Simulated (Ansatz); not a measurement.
# Tl3Cu (I4/mmm) in Ansatz: equation of state

How stiff is Tl3Cu in PBE, and what volume does it want? The cell is scaled to several volumes.

Everything below comes from runs of Ansatz 0.2.0. Logs are shortened: lines on timing, memory, paths and dates and some standing lists are left out, and cuts for length are marked.

### Step 1. Starting point

Symmetry: I4/mmm, No. 139, tetragonal system. The conventional cell has a = 4.572 Å, b = 4.572 Å, c = 9.973 Å, α = 90.00°, β = 90.00°, γ = 90.00°. Around Tl (site symmetry 4/mmm) lie 4 Cu at 3.23 Å and 8 Tl at 3.38 Å. Around Tl (site symmetry -4m2) lie 8 Tl at 3.23 to 3.38 Å and 4 Cu at 3.38 Å. Cu (site symmetry 4/mmm) is surrounded by 12 Tl at 3.23 to 3.38 Å.

The cell comes from a database or a generator and needn't be the stable form of this composition.

### Step 2. Single point, PBE, 24.50 Å³/atom (volume scaled by 0.94)

Input file input.yaml:

```yaml
crystal:
  lattice:
    - [-2.239401436, 2.239401436, 4.8845141322]
    - [2.239401436, -2.239401436, 4.8845141322]
    - [2.239401436, 2.239401436, -4.8845141322]
  atoms:
    - { symbol: Tl, position: [0.5, 0.5, 0.0] }
    - { symbol: Tl, position: [0.25, 0.75, 0.5] }
    - { symbol: Tl, position: [0.75, 0.25, 0.5] }
    - { symbol: Cu, position: [0.0, 0.0, 0.0] }
hamiltonian:
  xc: pbe
  pseudopotentials: { kind: paw }
kpoints:
  mp_grid: { grid: [8, 8, 8] }
scf:
  occupations: { method: fermi_dirac, width: 0.05 }
output:
  forces: true
  stress: true
  eigenvalues: true
```

Potentials or basis: Ansatz PAW.

Launch:

```bash
ansatz run input.yaml --threads 2 --pin off --max-ram 5120MiB --backend cpu --events-out ev --progress --plain --runs-dir out
```

The log of the run:

```text
Warning: RAYON_NUM_THREADS=2 ignored (pool sized by the plan → 2); use --threads N
Engine: ansatz 0.2.0, aarch64-unknown-linux-gnu
Pseudopotentials: kind: paw
Pseudopotential: Tl, paw, valence charge 13, recommended cutoff 420 eV (normal), Tl.paw.azcp
Pseudopotential: Cu, paw, valence charge 19, recommended cutoff 420 eV (normal), Cu.paw.azcp
Functional definition: PBE
  parameter kappa = 0.804
  parameter beta = 0.06672455060314922
  exchange = pbe_x(kappa = kappa, mu = beta*pi^2/3)
  correlation = pbe_c(beta = beta)
Crystal: 4 atoms, lattice volume = 97.982 Å³
Basis set: ecut = 420 eV, 1937 PW (Γ), exchange–correlation on 80×80×80 points (8 copies of the dense FFT grid, shifted against one another)
Bands: 35, of which v1, the nominal top of the filled ones, is band 29 counted from 1 (28 counted from 0)
Symmetry: 16 space group operations
Space group: I4/mmm (ITA 139), of the structure as read, at distance tolerance 4.6e-5 Å
k-points: 59 of 512
Non-local potential: Tl, projectors of the file, l = 0: 2, l = 1: 2, l = 2: 2, l = 3: 1
Non-local potential: Cu, projectors of the file, l = 0: 3, l = 1: 2, l = 2: 3, l = 3: 1
PAW form: soft (Blöchl's): semilocal exchange-correlation on the pseudo side does not see the compensation charge
PAW one-centre angular grid: Tl, 590 points (default); XC on 64 Gauss nodes
PAW one-centre angular grid: Cu, 590 points (default); XC on 64 Gauss nodes
Initial density: superposition of atomic densities (neutral atoms: chi_scale 0, normalization atom), corrected by the library's trained network
Initial wavefunctions: pseudopotential atomic-orbital guess
Functional: x = pbe(κ = 0.804, μ = 0.2195149727645171), c = pbe(β = 0.06672455060314922)
SCF iter   1: F=—  HF=-40956.388522 eV  |F-HF|=—  |Δ(HF+E_count)|=         —  Δρ=2.29e-3  dr2=5.69e-3  ethr=1.77e-3  ⟨swp⟩=6.8  Hψ=8233  notcnv=0  defer=2
preconditioner: auto → Kerker (q_TF=auto, 2.500 Å⁻¹)  [metal: Δε(μ)=0.018 eV  Ē_g=11.556 eV  σ=0.050 eV  W_gap=0.09  n_scr=30 (ndim 8)  ℏωp=26.5 eV  f_vac=0.000  D(μ)=2.30/eV (n_scr^D=14)]
SCF iter   2: F=—  HF=-40956.389330 eV  |F-HF|=—  |Δ(HF+E_count)|=   8.08e-4  Δρ=7.55e-4  dr2=1.09e-3  ethr=9.81e-6  ⟨swp⟩=2.8  Hψ=4108  notcnv=0  defer=9
SCF iter   3: F=—  HF=-40956.389177 eV  |F-HF|=—  |Δ(HF+E_count)|=   1.53e-4  Δρ=6.55e-4  dr2=6.32e-4  ethr=1.88e-6  ⟨swp⟩=2.2  Hψ=3193  notcnv=0  defer=9
SCF iter   4: F=—  HF=-40956.389096 eV  |F-HF|=—  |Δ(HF+E_count)|=   8.12e-5  Δρ=1.28e-4  dr2=2.07e-5  ethr=1.09e-6  ⟨swp⟩=2.0  Hψ=2332  notcnv=0  defer=9
SCF iter   5: F=—  HF=-40956.389098 eV  |F-HF|=—  |Δ(HF+E_count)|=   2.56e-6  Δρ=5.78e-5  dr2=4.18e-6  ethr=3.56e-8  ⟨swp⟩=2.0  Hψ=2452  notcnv=0  defer=9
SCF iter   6: F=—  HF=-40956.389098 eV  |F-HF|=—  |Δ(HF+E_count)|=   5.52e-7  Δρ=1.14e-5  dr2=2.24e-7  ethr=7.20e-9  ⟨swp⟩=2.5  Hψ=3065  notcnv=0  defer=9
SCF iter   7: F=-40956.389098 eV  HF=-40956.389098 eV  |F-HF|=3.82e-8  |Δ(HF+E_count)|=   4.01e-8  Δρ=5.63e-6  dr2=6.65e-8  ethr=1.72e-10  ⟨swp⟩=6.4  Hψ=7639  notcnv=0
SCF 1 converged in 7 iterations: F = -40956.389098 eV  dr2 = 6.65e-8
SCF converged after 7 iterations
Free energy (F): -40956.389098 eV
Harris-Foulkes:  -40956.389098 eV  (|F-HF|=3.82e-8)
Internal energy: -40956.370944 eV  (E = F + TS)
E sigma→0 (E₀):  -40956.380021 eV
Entropy (-TS):   -0.018153 eV (-4.538 meV/atom)
Fermi energy:    11.178572 eV
--- Per-component energies (eV) ---
  E_band       = -404.464856
  E_kinetic    = 1303.135727
  E_local      = -7867.272159  (includes V_loc(G=0)·N_el)
  E_nonlocal   = 1351.211672
  E_hartree    = 3318.740978
  E_xc         = -779.781663
  E_vxc        = -539.522021  (∫ρ·V_xc dr)
  E_paw        = -32166.015921  (= ΣΔE_a)
  E_vpaw       = -1289.509990  (= ΣTr[D̂ρ^β])
  E_aug_tail   = 0.000380  (compensation charges beyond the density's cutoff)
  E_ewald      = -6116.389959
  E_smearing   = -0.018153  (= −TS)
  E_closure    = 0.000000  (closes the sum)
  Σ components = -40956.389098   (vs F -40956.389098, Δ=0.00e0)
--- Forces (eV/Å), atoms counted from 1 ---
  atom   1  Tl     0.00000000    -0.00000000     0.00000000
  atom   2  Tl    -0.00000000     0.00000000     0.00000000
  atom   3  Tl     0.00000000    -0.00000000    -0.00000000
  atom   4  Cu     0.00000000    -0.00000000     0.00000000
  max |Σ_I F_I| component: 1.08e-18 eV/Å
--- Stress (GPa, compression-positive) ---
        2.797847      -0.000000       0.000000
       -0.000000       2.797847      -0.000000
        0.000000       0.000000       2.236572
  P = ⅓ Tr σ = 2.6108 GPa (26.108 kbar)
--- Band table (eV; the first three rows and the last of 59) ---
  k-point 0: bands = ["-100.8018", "-58.2043", "-58.2043", "-58.1945", "-1.0825", "-0.8448", "-0.8302", "-0.5467", "-0.5467", "-0.5232", "-0.5232", "-0.3489", "-0.2601", "-0.2370", "-0.1091", "-0.0019", "0.0135", "0.0135", "0.3035", "1.0188", "7.2243", "8.7886", "8.8259", "8.8349", "8.8349", "9.0345", "9.0764", "9.4170", "11.8944", "11.8944", "12.2778", "12.8372", "12.8372", "14.4992", "14.7037"]
  k-point 1: bands = ["-100.8018", "-58.2043", "-58.2043", "-58.1945", "-1.0160", "-0.7748", "-0.7733", "-0.5896", "-0.5270", "-0.5191", "-0.5109", "-0.3133", "-0.2475", "-0.2250", "-0.1490", "-0.0545", "-0.0468", "-0.0091", "0.2080", "1.2701", "7.2471", "7.6621", "8.6231", "8.8061", "8.9432", "9.1722", "9.3262", "9.6215", "11.0008", "11.2148", "11.6628", "13.3813", "14.6315", "15.3788", "15.9131"]
  k-point 2: bands = ["-100.8018", "-58.2043", "-58.2043", "-58.1945", "-0.9225", "-0.7044", "-0.6600", "-0.5465", "-0.5324", "-0.5016", "-0.4442", "-0.3539", "-0.2420", "-0.2233", "-0.1919", "-0.1843", "-0.1309", "-0.1070", "0.1402", "2.0554", "6.6177", "7.0706", "8.4643", "8.7650", "8.8022", "9.2300", "9.2581", "9.7350", "10.3081", "10.7388", "10.7561", "12.5164", "16.3258", "17.4745", "17.9816"]
  k-point 58: bands = ["-100.8018", "-58.2043", "-58.2043", "-58.1945", "-1.0558", "-0.9870", "-0.8630", "-0.8630", "-0.7100", "-0.5750", "-0.2669", "-0.2099", "-0.1776", "-0.1776", "-0.0203", "0.0413", "0.0413", "0.1097", "0.3035", "2.3207", "3.4462", "8.1521", "8.9504", "9.0045", "9.0045", "9.0297", "9.5427", "9.9851", "9.9851", "11.4347", "15.8423", "15.8423", "16.0678", "16.0853", "17.5003"]
```

Run time: 5 s. Hardware: 2 threads of Arm Neoverse V2, shared host; peak memory 0.47 GiB.

Results:

| Property | Result |
| --- | --- |
| Free energy | -40956.3891 eV |
| Pressure | 2.6 GPa |
| Band gap on the k mesh | none (metal or under the smearing width) |

### Step 3. Single point, PBE, 25.02 Å³/atom (volume scaled by 0.96)

Changes to input.yaml since step 2:

```diff
@@ -2,5 +2,5 @@
   lattice:
-    - [-2.239401436, 2.239401436, 4.8845141322]
-    - [2.239401436, -2.239401436, 4.8845141322]
-    - [2.239401436, 2.239401436, -4.8845141322]
+    - [-2.2551723882, 2.2551723882, 4.9189132524]
+    - [2.2551723882, -2.2551723882, 4.9189132524]
+    - [2.2551723882, 2.2551723882, -4.9189132524]
   atoms:
```

Potentials or basis: Ansatz PAW.

Launch:

```bash
ansatz run input.yaml --threads 2 --pin off --max-ram 5120MiB --backend cpu --events-out ev --progress --plain --runs-dir out
```

Wall time 4.9 s (2 threads of Arm Neoverse V2, shared host); peak memory 0.47 GiB.

The run converged. Its results:

```yaml
Free_energy: -40956.4170 eV
Pressure: 1.7 GPa
Band_gap_on_the_k_mesh: none (metal or under the smearing width)
```

### Step 4. Single point, PBE, 25.54 Å³/atom (volume scaled by 0.98)

Changes to input.yaml since step 3:

```diff
@@ -2,5 +2,5 @@
   lattice:
-    - [-2.2551723882, 2.2551723882, 4.9189132524]
-    - [2.2551723882, -2.2551723882, 4.9189132524]
-    - [2.2551723882, 2.2551723882, -4.9189132524]
+    - [-2.2707257927, 2.2707257927, 4.9528378641]
+    - [2.2707257927, -2.2707257927, 4.9528378641]
+    - [2.2707257927, 2.2707257927, -4.9528378641]
   atoms:
```

Launch:

```bash
ansatz run input.yaml --threads 2 --pin off --max-ram 5120MiB --backend cpu --events-out ev --progress --plain --runs-dir out
```

It took 5.2 s on 2 threads of Arm Neoverse V2, shared host; peak memory 0.47 GiB.

The run converged. Its results:

* Free energy: -40956.4337 eV
* Pressure: 0.9 GPa
* Band gap on the k mesh: none (metal or under the smearing width)

### Step 5. Single point, PBE, 26.06 Å³/atom

Changes to input.yaml since step 4:

```diff
@@ -2,5 +2,5 @@
   lattice:
-    - [-2.2707257927, 2.2707257927, 4.9528378641]
-    - [2.2707257927, -2.2707257927, 4.9528378641]
-    - [2.2707257927, 2.2707257927, -4.9528378641]
+    - [-2.286069, 2.286069, 4.986304]
+    - [2.286069, -2.286069, 4.986304]
+    - [2.286069, 2.286069, -4.986304]
   atoms:
```

Launch:

```bash
ansatz run input.yaml --threads 2 --pin off --max-ram 5120MiB --backend cpu --events-out ev --progress --plain --runs-dir out
```

Run time: 5.4 s. Hardware: 2 threads of Arm Neoverse V2, shared host; peak memory 0.48 GiB.

It converged, with:

```
Free energy            : -40956.4407 eV
Pressure               : 0.2 GPa
Band gap on the k mesh : none (metal or under the smearing width)
```

### Step 6. Single point, PBE, 26.58 Å³/atom (volume scaled by 1.02)

Changes to input.yaml since step 5:

```diff
@@ -2,5 +2,5 @@
   lattice:
-    - [-2.286069, 2.286069, 4.986304]
-    - [2.286069, -2.286069, 4.986304]
-    - [2.286069, 2.286069, -4.986304]
+    - [-2.301208971, 2.301208971, 5.0193268432]
+    - [2.301208971, -2.301208971, 5.0193268432]
+    - [2.301208971, 2.301208971, -5.0193268432]
   atoms:
```

Potentials or basis: Ansatz PAW.

Launch:

```bash
ansatz run input.yaml --threads 2 --pin off --max-ram 5120MiB --backend cpu --events-out ev --progress --plain --runs-dir out
```

The log of the run:

```text
Warning: RAYON_NUM_THREADS=2 ignored (pool sized by the plan → 2); use --threads N
[... 9 set-up lines as earlier in the session ...]
Crystal: 4 atoms, lattice volume = 106.321 Å³
Basis set: ecut = 420 eV, 2065 PW (Γ), exchange–correlation on 80×80×80 points (8 copies of the dense FFT grid, shifted against one another)
Bands: 35, of which v1, the nominal top of the filled ones, is band 29 counted from 1 (28 counted from 0)
[... 1 set-up line as earlier in the session ...]
Space group: I4/mmm (ITA 139), of the structure as read, at distance tolerance 4.7e-5 Å
k-points: 59 of 512
[... 8 set-up lines as earlier in the session ...]
SCF iter   1: F=—  HF=-40956.438543 eV  |F-HF|=—  |Δ(HF+E_count)|=         —  Δρ=2.07e-3  dr2=5.64e-3  ethr=1.77e-3  ⟨swp⟩=6.7  Hψ=8088  notcnv=0  defer=2
preconditioner: auto → Kerker (q_TF=auto, 2.466 Å⁻¹)  [metal: Δε(μ)=0.002 eV  Ē_g=11.235 eV  σ=0.050 eV  W_gap=0.01  n_scr=30 (ndim 8)  ℏωp=25.5 eV  f_vac=0.000  D(μ)=2.42/eV (n_scr^D=14)]
SCF iter   2: F=—  HF=-40956.439431 eV  |F-HF|=—  |Δ(HF+E_count)|=   8.88e-4  Δρ=7.08e-4  dr2=1.25e-3  ethr=9.73e-6  ⟨swp⟩=2.9  Hψ=4233  notcnv=0  defer=6
SCF iter   3: F=—  HF=-40956.439235 eV  |F-HF|=—  |Δ(HF+E_count)|=   1.97e-4  Δρ=6.38e-4  dr2=6.74e-4  ethr=2.16e-6  ⟨swp⟩=2.1  Hψ=2519  notcnv=0  defer=6
SCF iter   4: F=—  HF=-40956.439132 eV  |F-HF|=—  |Δ(HF+E_count)|=   1.03e-4  Δρ=1.36e-4  dr2=2.61e-5  ethr=1.16e-6  ⟨swp⟩=2.0  Hψ=2397  notcnv=0  defer=6
SCF iter   5: F=—  HF=-40956.439129 eV  |F-HF|=—  |Δ(HF+E_count)|=   2.94e-6  Δρ=4.99e-5  dr2=4.89e-6  ethr=4.50e-8  ⟨swp⟩=2.0  Hψ=2445  notcnv=0  defer=6
SCF iter   6: F=—  HF=-40956.439128 eV  |F-HF|=—  |Δ(HF+E_count)|=   8.74e-7  Δρ=1.28e-5  dr2=3.74e-7  ethr=8.44e-9  ⟨swp⟩=2.0  Hψ=2557  notcnv=0  defer=6
SCF iter   7: F=-40956.439128 eV  HF=-40956.439128 eV  |F-HF|=6.90e-8  |Δ(HF+E_count)|=  8.80e-10  Δρ=6.69e-6  dr2=9.70e-8  ethr=1.72e-10  ⟨swp⟩=6.5  Hψ=8761  notcnv=0
SCF 1 converged in 7 iterations: F = -40956.439128 eV  dr2 = 9.70e-8
SCF converged after 7 iterations
Free energy (F): -40956.439128 eV
Harris-Foulkes:  -40956.439128 eV  (|F-HF|=6.90e-8)
Internal energy: -40956.419872 eV  (E = F + TS)
E sigma→0 (E₀):  -40956.429500 eV
Entropy (-TS):   -0.019256 eV (-4.814 meV/atom)
Fermi energy:    9.987115 eV
--- Per-component energies (eV) ---
  E_band       = -466.270822
  E_kinetic    = 1300.007370
  E_local      = -8132.613775  (includes V_loc(G=0)·N_el)
  E_nonlocal   = 1351.766875
  E_hartree    = 3420.697319
  E_xc         = -778.291330
  E_vxc        = -537.349837  (∫ρ·V_xc dr)
  E_paw        = -32165.875188  (= ΣΔE_a)
  E_vpaw       = -1289.485289  (= ΣTr[D̂ρ^β])
  E_aug_tail   = 0.000391  (compensation charges beyond the density's cutoff)
  E_ewald      = -5952.111533
  E_smearing   = -0.019256  (= −TS)
  E_closure    = 0.000000  (closes the sum)
  Σ components = -40956.439128   (vs F -40956.439128, Δ=0.00e0)
--- Forces (eV/Å), atoms counted from 1 ---
  atom   1  Tl     0.00000000     0.00000000    -0.00000000
  atom   2  Tl     0.00000000    -0.00000000     0.00000000
  atom   3  Tl     0.00000000    -0.00000000     0.00000000
  atom   4  Cu     0.00000000     0.00000000     0.00000000
  max |Σ_I F_I| component: 2.39e-18 eV/Å
--- Stress (GPa, compression-positive) ---
       -0.322390       0.000000       0.000000
        0.000000      -0.322390      -0.000000
        0.000000       0.000000      -0.616488
  P = ⅓ Tr σ = -0.4204 GPa (-4.204 kbar)
--- Band table (eV; the first three rows and the last of 59) ---
  k-point 0: bands = ["-101.8187", "-59.2230", "-59.2230", "-59.2128", "-2.0722", "-1.8486", "-1.8468", "-1.6207", "-1.6207", "-1.5975", "-1.5975", "-1.4432", "-1.3809", "-1.3552", "-1.2660", "-1.1846", "-1.1628", "-1.1628", "-0.9335", "0.3583", "5.9596", "7.2647", "7.8311", "7.8410", "7.8410", "8.0059", "8.1521", "8.2773", "10.6989", "10.6989", "10.8853", "11.6307", "11.6307", "13.1674", "13.3876"]
  k-point 1: bands = ["-101.8187", "-59.2230", "-59.2230", "-59.2128", "-2.0146", "-1.8034", "-1.7931", "-1.6532", "-1.5985", "-1.5943", "-1.5915", "-1.4165", "-1.3692", "-1.3479", "-1.2997", "-1.2202", "-1.2149", "-1.1815", "-1.0100", "0.5927", "5.9693", "6.3723", "7.6708", "7.8168", "7.9291", "8.0729", "8.2102", "8.6225", "9.8782", "9.9585", "10.5289", "11.9985", "13.2190", "14.0225", "14.5182"]
  k-point 2: bands = ["-101.8187", "-59.2231", "-59.2230", "-59.2128", "-1.9306", "-1.7424", "-1.7134", "-1.6075", "-1.5998", "-1.5824", "-1.5360", "-1.4682", "-1.3611", "-1.3578", "-1.3243", "-1.3143", "-1.2791", "-1.2644", "-1.0633", "1.3146", "5.3920", "5.8016", "7.5314", "7.7915", "7.8108", "8.1500", "8.1642", "8.6901", "9.2654", "9.4848", "9.6769", "11.2947", "14.7075", "15.9089", "16.4419"]
  k-point 58: bands = ["-101.8187", "-59.2230", "-59.2230", "-59.2129", "-2.0520", "-1.9719", "-1.8760", "-1.8760", "-1.7441", "-1.6257", "-1.3774", "-1.3360", "-1.3265", "-1.3265", "-1.2017", "-1.1387", "-1.1387", "-1.0869", "-0.9336", "1.5265", "2.6451", "6.8617", "7.9384", "7.9851", "7.9851", "8.0025", "8.2932", "8.9897", "8.9897", "10.0139", "14.4425", "14.4425", "14.5913", "14.6642", "15.7956"]
```

It took 5 s on 2 threads of Arm Neoverse V2, shared host; peak memory 0.48 GiB.

What came out:

```yaml
Free_energy: -40956.4391 eV
Pressure: -0.4 GPa
Band_gap_on_the_k_mesh: none (metal or under the smearing width)
```

### Step 7. Single point, PBE, 27.10 Å³/atom (volume scaled by 1.04)

Changes to input.yaml since step 6:

```diff
@@ -2,5 +2,5 @@
   lattice:
-    - [-2.301208971, 2.301208971, 5.0193268432]
-    - [2.301208971, -2.301208971, 5.0193268432]
-    - [2.301208971, 2.301208971, -5.0193268432]
+    - [-2.3161523051, 2.3161523051, 5.0519207879]
+    - [2.3161523051, -2.3161523051, 5.0519207879]
+    - [2.3161523051, 2.3161523051, -5.0519207879]
   atoms:
```

Launch:

```bash
ansatz run input.yaml --threads 2 --pin off --max-ram 5120MiB --backend cpu --events-out ev --progress --plain --runs-dir out
```

Wall time 5 s (2 threads of Arm Neoverse V2, shared host); peak memory 0.5 GiB.

Results (log left out):

```
Free energy            : -40956.4301 eV
Pressure               : -1.0 GPa
Band gap on the k mesh : none (metal or under the smearing width)
```

### Step 8. Single point, PBE, 27.62 Å³/atom (volume scaled by 1.06)

Changes to input.yaml since step 7:

```diff
@@ -2,5 +2,5 @@
   lattice:
-    - [-2.3161523051, 2.3161523051, 5.0519207879]
-    - [2.3161523051, -2.3161523051, 5.0519207879]
-    - [2.3161523051, 2.3161523051, -5.0519207879]
+    - [-2.3309052653, 2.3309052653, 5.0840994949]
+    - [2.3309052653, -2.3309052653, 5.0840994949]
+    - [2.3309052653, 2.3309052653, -5.0840994949]
   atoms:
@@ -21 +21,5 @@
   eigenvalues: true
+  write_density: true
+  write_potential: true
+  elf: true
+  volumetric_format: npy
```

Launch:

```bash
ansatz run input.yaml --threads 2 --pin off --max-ram 5120MiB --backend cpu --events-out ev --progress --plain --runs-dir out
```

Run time: 6.5 s. Hardware: 2 threads of Arm Neoverse V2, shared host; peak memory 0.51 GiB.

It converged, with:

```
Free energy            : -40956.4145 eV
Pressure               : -1.4 GPa
Band gap on the k mesh : none (metal or under the smearing width)
```

### Step 9. Equation of state, PBE

Potentials or basis: Ansatz PAW.

This step only gathers the single runs of the series.

Results:

```
Equilibrium volume                        : 26.22 Å³/atom
Bulk modulus at fixed shape and positions : 32 GPa
Pressure derivative of the bulk modulus   : 5.7
```

Energy against volume, from the lowest point:
```csv
volume (Å³/atom),energy (meV/atom)
24.495,12.90
25.017,5.93
25.538,1.74
26.059,0.00
26.580,0.39
27.101,2.65
27.623,6.55
```

Caveat: the cell was scaled at fixed shape and fractional positions, which overstates the stiffness of a crystal with free parameters, most of all of layers and chains.
